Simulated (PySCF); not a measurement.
# BeHF₃, a complex of two parts: interaction energy

What interaction energy should one expect for `[F][Be][F]` with `F`?

Programs: PySCF 2.14.0. All values are calculated, for the isolated system unless a continuum is named. Atoms count from 0, parts from 1.

### 1 Starting point

5 atoms, charge 0, multiplicity 1; geometry: GFN2-xTB. Parts: 1 = atoms 0–2, `[F][Be][F]`, charge 0; 2 = atoms 3–4, `F`, charge 0.

### 2 Geometry optimisation at PBE0-D3(BJ)/def2-SVPD

The job: settings as JSON, then the geometry in Å.

```
{"job": {"xc": "PBE0", "basis": "def2-SVPD", "d3": "d3bj", "grid": 2, "kind": "geom"}, "charge": 0, "multiplicity": 1, "parts": [{"atoms": "0-2", "charge": 0, "multiplicity": 1}, {"atoms": "3-4", "charge": 0, "multiplicity": 1}]}
F     -1.434804    -0.236832     0.179474
Be    -0.167297     0.326390    -0.006817
F      1.203054     0.200424    -0.123000
F     -0.783726     2.080495    -0.152878
H     -1.717584     2.131449    -0.069908
```

Started as:

```sh
$ OMP_NUM_THREADS=1 python cluster_run.py task.json out
```

The driver reads the jobs from task.json and runs them one after another.

**Question.** The jobs that follow are: CCSD(T)/aug-cc-pVDZ and MP2/aug-cc-pVTZ counterpoise interaction energy, frozen core, gas phase. Predict: point group; rotational constants (main isotopes); interaction energy, CCSD(T) limit estimate; MP2/aug-cc-pVTZ; T1 diagnostic.

As calculated:

| quantity | value |
| --- | --- |
| point group | Cs |
| rotational constants (main isotopes) | 8.97, 6.49, 3.77 GHz |
| interaction energy, CCSD(T) limit estimate | -15.27 kcal/mol |
| MP2/aug-cc-pVTZ | -14.35 kcal/mol |
| T1 diagnostic | 0.0136 |

The optimisation took 7 steps and gained 0.074 eV; among the close pairs (by a distance rule), Be1–F3 changed most, from 1.865 to 1.789 Å. No frequency check was run at this level, so the end point may be a saddle. The interaction energy leaves out the deformation of the parts, 5.62 kcal/mol (MP2); added to the CCSD(T) estimate it gives a binding of about -9.65 kcal/mol. The estimate adds CCSD(T) less MP2 in the small basis (-0.49 kcal/mol) to extrapolated MP2. Hartree-Fock gives -14.86 against -15.27 kcal/mol.
